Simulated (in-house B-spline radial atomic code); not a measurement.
# Xe²⁺: ionisation energy by several methods

The task here is to estimate one member of a computed series from the others.

The numbers are computed with in-house B-spline radial atomic code version 1 (scalar-relativistic (X2C), several functionals, spin-polarised, exact exchange averaged over the configuration; spherical all-electron atom at the radial basis limit), except any that are marked as measured or tabulated.

**What is computed**

| Property | Result |
| --- | --- |
| element | xenon (Z = 54) |
| charge | +2 |
| electrons | 52 |
| configuration | [Kr] 4d10 5s2 5p4 |
| nucleus | Fermi, rms radius 4.786 fm |

Outer shells as boxes (Hund's rule):

[Kr] 4d10 5s2 5p4
```
[Kr] core
4d [↑↓][↑↓][↑↓][↑↓][↑↓]
5s [↑↓]
5p [↑↓][↑ ][↑ ]
```

Where spins are not typed, each open shell is filled with up spins first.

Set-up of the first run:

Input settings:

```ini
Z = 54
electrons = 52.0
configuration = [Kr] 4d10 5s2 5p4
hamiltonian = x2c
method = camb3lyp
spin_polarised = True
nucleus = fermi
rms_radius = 4.7859
mass_number = 132
atomic_mass = 131.90415508346
speed_of_light = 137.035999084
exact_exchange = averaged over the configuration
```

Started as:

```
python run_scf.py task.json out
```

The settings of every run stand in task.json; they run in order.

Among the steps run: CAM-B3LYP; r2SCAN0; B3LYP; PBE0; ωB97X.

One table of the session follows, with a row left open; its other results are not shown here.

```
   method  ΔSCF (eV)
  r2SCAN0     30.231
    B3LYP     30.683
     PBE0     30.427
CAM-B3LYP     30.751
    ωB97X          ?
```

Q: Estimate the row for ωB97X from the others.

The run gave: ΔSCF (eV): 30.854. In the column «ΔSCF (eV)» it is the highest.
